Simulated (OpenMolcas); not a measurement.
**AlF3 (SMILES F[Al](F)F): levels of theory compared**

We compute a comparison of 6 runs (HF/STO-3G, B3LYP/6-31G*, B3LYP/6-311+G**, BHLYP/6-311+G**, SVWN5/6-311+G**, MP2/6-311+G**) of AlF3. 

Program for the calculation: OpenMolcas 26.06.

1 further run of the same task is left out (set aside as unsound or not needed).

## 1. The molecule

AlF3: 4 atoms, total charge 0, spin state singlet. As SMILES, `F[Al](F)F`. Geometry: relaxed at PBE0-D4/def2-TZVP.

Bond lengths: F1–Al2 1.629 Å, Al2–F3 1.629 Å, Al2–F4 1.629 Å. Angles: F1–Al2–F3 120.0°, F1–Al2–F4 120.0°, F3–Al2–F4 120.0°.

## 2. Energy and forces at HF/STO-3G (run 1)

geom.xyz reads:

```xyz
4

F      0.859410    -0.722590     1.180170
Al     0.000000    -0.000010     0.000000
F     -1.440740    -0.612530    -0.450110
F      0.581330     1.335130    -0.730040
```

calc.input reads:

```
>>> EXPORT MOLCAS_PRINT=2
&GATEWAY
BasLib=$CurrDir
Coord=geom.xyz
Basis=STO-3G
Group=NoSym
&SEWARD
&SCF
Thresholds=1e-10 1e-07 1e-07 1e-05
PrOrbitals=1 1
&ALASKA
```

The basis set STO-3G is read from a file made from the Basis Set Exchange's data (not shown).

The run is started by

```
$ export MOLCAS_MEM=1860
$ pymolcas calc.input > calc.log
```

The program printed:

```text
--- Start Module: gateway ---
[...]
--- Stop Module: gateway /rc=_RC_ALL_IS_WELL_ ---
[...]
      Basis functions           24
[...]
--- Start Module: scf ---
[...]
       Convergence after  11 Iterations
[...]
::    Total SCF energy                               -533.2478536531
[...]
      Total spin, S                                     0.0000000000
[...]
      Total electronic charge=   40.000000
      Total            charge=   -0.000000
[...]
      Dipole Moment (debye):
      Origin of the operator (angstrom)=   -0.0000   -0.0000    0.0000
                   X= -7.4084E-06               Y= -1.0120E-04               Z= -4.4035E-05           Total=  1.1061E-04
      Quadrupole Moment (debye*angstrom):
[...]
--- Stop Module: scf /rc=_RC_ALL_IS_WELL_ ---
--- Start Module: alaska ---
[...]
 *              Molecular gradients               *
 **************************************************
  Irreducible representation: a
 ------------------------------------------------------------------------------------------
                              X                       Y                       Z
 ------------------------------------------------------------------------------------------
  F1                1.18186034562964E-02   -9.93543670185026E-03    1.62290877771731E-02
  AL2               6.35994741600421E-07   -1.05007475618285E-06   -1.33553151211024E-06
  F3               -1.98128987057018E-02   -8.42245814940856E-03   -6.18994060974920E-03
  F4                7.99365925462769E-03    1.83589449260282E-02   -1.00378116359252E-02
 ------------------------------------------------------------------------------------------
--- Stop Module: alaska /rc=_RC_ALL_IS_WELL_ ---
[...]
```

It took 1.2 s on 1 thread of Intel Xeon 6975P-C (Granite Rapids), shared host; peak memory 0.37 GiB.

## 3. Energy and gradient at B3LYP/6-31G(d) (Cartesian functions) (run 2)

job.inp reads:

```
>>> EXPORT MOLCAS_PRINT=2

&GATEWAY
 BasLib = $CurrDir
 Coord
 4
 angstrom
 F        0.859410      -0.722590       1.180170
 Al       0.000000      -0.000010       0.000000
 F       -1.440740      -0.612530      -0.450110
 F        0.581330       1.335130      -0.730040
 Basis = 6-31Gs
 Group = NoSym

&SEWARD
 GridInput
 Grid=UltraFine
 End of Grid

&SCF
 KSDFT = B3LYP
 Thresholds = 1e-10 1e-07 1e-07 1e-05
 PrOrbitals = 1 1

&ALASKA
```

The basis set 6-31G* is read from a file made from the Basis Set Exchange's data (not shown).

The run is started by

```
$ export MOLCAS_MEM=1860
$ pymolcas job.inp > job.log
```

The program printed:

```text
--- Start Module: gateway ---
[...]
--- Stop Module: gateway /rc=_RC_ALL_IS_WELL_ ---
[...]
      Basis functions           64
[...]
--- Start Module: scf ---
[...]
       Convergence after  12 Iterations
[...]
::    Total KS-DFT energy                            -542.1700532162
[...]
      Total spin, S                                     0.0000000000
[...]
      Total electronic charge=   40.000000
      Total            charge=   -0.000000
[...]
      Dipole Moment (debye):
      Origin of the operator (angstrom)=   -0.0000   -0.0000    0.0000
                   X= -2.1783E-06               Y= -1.0007E-04               Z= -4.9912E-05           Total=  1.1184E-04
      Quadrupole Moment (debye*angstrom):
[...]
--- Stop Module: scf /rc=_RC_ALL_IS_WELL_ ---
[...]
--- Start Module: alaska ---
[...]
 *              Molecular gradients               *
 **************************************************
  Irreducible representation: a
 ------------------------------------------------------------------------------------------
                              X                       Y                       Z
 ------------------------------------------------------------------------------------------
  F1               -3.70087422925103E-03    3.11069888010174E-03   -5.08067497667319E-03
  AL2               2.77177280743465E-06    9.82772170016741E-07   -8.24708647931206E-07
  F3                6.20113002145217E-03    2.63727278301928E-03    1.93726543469719E-03
  F4               -2.50302756500265E-03   -5.74895443531176E-03    3.14423425058763E-03
 ------------------------------------------------------------------------------------------
--- Stop Module: alaska /rc=_RC_ALL_IS_WELL_ ---
[...]
```

Wall time 7.8 s (1 thread of Intel Xeon 6975P-C (Granite Rapids), shared host); peak memory 0.4 GiB.

## 4. Energy and gradient at B3LYP/6-311+G(d,p) (run 3)

test.input reads:

```
* AlF3 Kohn-Sham DFT

&gateway
 baslib
 $CurrDir
 coord
 4
 angstrom
 F        0.859410      -0.722590       1.180170
 Al       0.000000      -0.000010       0.000000
 F       -1.440740      -0.612530      -0.450110
 F        0.581330       1.335130      -0.730040
 basis
 6-311pGss
 group
 NoSym

&seward
 gridinput
 Grid=UltraFine
 End of Grid

&scf
 ksdft
 B3LYP
 thresholds
 1e-10 1e-07 1e-07 1e-05
 prorbitals
 1 2

&alaska
```

The basis set 6-311+G** is read from a file made from the Basis Set Exchange's data (not shown).

The run is started by

```
$ export MOLCAS_MEM=1860
$ pymolcas test.input > test.log
```

The program printed:

```text
--- Start Module: gateway ---
[...]
--- Stop Module: gateway /rc=_RC_ALL_IS_WELL_ ---
[...]
      Basis functions           96
[...]
--- Start Module: scf ---
[...]
       Convergence after  12 Iterations
[...]
::    Total KS-DFT energy                            -542.3008313933
[...]
      Total spin, S                                     0.0000000000
[...]
      Total electronic charge=   40.000000
      Total            charge=   -0.000000
[...]
      Dipole Moment (debye):
      Origin of the operator (angstrom)=   -0.0000   -0.0000    0.0000
                   X= -1.6165E-06               Y= -1.0936E-04               Z= -5.4055E-05           Total=  1.2200E-04
      Quadrupole Moment (debye*angstrom):
[...]
--- Stop Module: scf /rc=_RC_ALL_IS_WELL_ ---
[...]
--- Start Module: alaska ---
[...]
 *              Molecular gradients               *
 **************************************************
  Irreducible representation: a
 ------------------------------------------------------------------------------------------
                              X                       Y                       Z
 ------------------------------------------------------------------------------------------
  F1               -9.69449412709444E-03    8.14782758213184E-03   -1.33094503390812E-02
  AL2               4.42359156993576E-06    2.64454219029233E-06   -7.29222383280559E-07
  F3                1.62468267102369E-02    6.90903697298761E-03    5.07493380589619E-03
  F4               -6.55675617476259E-03   -1.50595090973198E-02    8.23524575558565E-03
 ------------------------------------------------------------------------------------------
--- Stop Module: alaska /rc=_RC_ALL_IS_WELL_ ---
[...]
```

It took 15 s on 1 thread of Intel Xeon 6975P-C (Granite Rapids), shared host; peak memory 0.53 GiB.

Runs 4 to 5 aren't shown in full; the table further down has their settings and results.

## 5. A single-point energy at MP2/6-311+G(d,p) (run 6)

geom.xyz is that of step 2.

job.input reads:

```
&gateway
  baslib=$CurrDir
  coord=geom.xyz
  basis=6-311pGss
  group=NoSym

&seward

&scf
  thresholds=1e-10 1e-07 1e-07 1e-05
  prorbitals=0

&mbpt2
  frozen=8
```

The basis set 6-311+G** is read from a file made from the Basis Set Exchange's data (not shown).

The run is started by

```
$ export MOLCAS_MEM=1860
$ pymolcas job.input > job.log
```

The program printed:

```text
--- Start Module: gateway ---
[...]
--- Stop Module: gateway /rc=_RC_ALL_IS_WELL_ ---
[...]
      Basis functions           96
[...]
--- Start Module: scf ---
[...]
       Convergence after  13 Iterations
[...]
::    Total SCF energy                               -540.5533124013
[...]
      Total spin, S                                     0.0000000000
[...]
      Total electronic charge=   40.000000
      Total            charge=   -0.000000
[...]
      Dipole Moment (debye):
      Origin of the operator (angstrom)=   -0.0000   -0.0000    0.0000
                   X= -8.4249E-07               Y= -1.2536E-04               Z= -6.2341E-05           Total=  1.4001E-04
      Quadrupole Moment (debye*angstrom):
[...]
--- Stop Module: scf /rc=_RC_ALL_IS_WELL_ ---
[...]
--- Start Module: mbpt2 ---
[...]
WARNING!
Default frozen orbitals as non valence orbitals is overwritten by user input.
Default values:   5
[...]
       Reference weight ( Cref**2 )         =        0.87579
::    Total MBPT2 energy                             -541.2393022889
[...]
      Total MBPT2 calculations                           0.28      0.32
--- Stop Module: mbpt2 /rc=_RC_ALL_IS_WELL_ ---
[...]
```

It took 6.9 s on 1 thread of Intel Xeon 6975P-C (Granite Rapids), shared host; peak memory 0.53 GiB.

## 6. All runs side by side

| run | level | Cartesian functions | integration grid | energy (Eh) | dipole moment (D) of the reference | HOMO energy (eV) | LUMO energy (eV) | wall time |
| --- | --- | --- | --- | --- | --- | --- | --- | --- |
| 1 | HF/STO-3G | no | – | -533.247854 | 0.00 | -10.29 | 10.05 | 1.2 s |
| 2 | B3LYP/6-31G* (Cartesian functions) | yes | UltraFine | -542.170053 | 0.00 | -10.81 | -1.58 | 7.8 s |
| 3 | B3LYP/6-311+G** | no | UltraFine | -542.300831 | 0.00 | -11.58 | -2.16 | 15 s |
| 4 | BHLYP/6-311+G** | no | UltraFine | -542.174477 | 0.00 | -13.96 | -1.19 | 13 s |
| 5 | SVWN5/6-311+G** | no | UltraFine | -539.343200 | 0.00 | -10.07 | -2.89 | 11 s |
| 6 | MP2/6-311+G** | no | – | -541.239302 | 0.00 | -17.36 | 0.61 | 6.9 s |

## 7. Results

| quantity | value |
| --- | --- |
| run 6: total energy | -541.23930 Eh |
| run 6: dipole moment (mean-field density) | 0.00 D |
| run 6: HOMO energy (Hartree–Fock orbitals) | -17.36 eV |
| run 6: LUMO energy (Hartree–Fock orbitals) | 0.61 eV |
| run 6: HOMO–LUMO gap (Hartree–Fock orbitals) | 17.97 eV |
| run 6: correlation energy (8 core orbitals frozen) | -686.0 mEh |

**Reading.** Over runs 1, 2, 3, 4, 5 the HOMO–LUMO gap runs from 7.18 eV (SVWN5/6-311+G**) to 20.34 eV (HF/STO-3G). The two ends differ in method and basis. Totals of different functionals can't be ranked against each other. In run 1 the basis is minimal, so the values are rough. All runs together took 55 s, the longest 15 s.
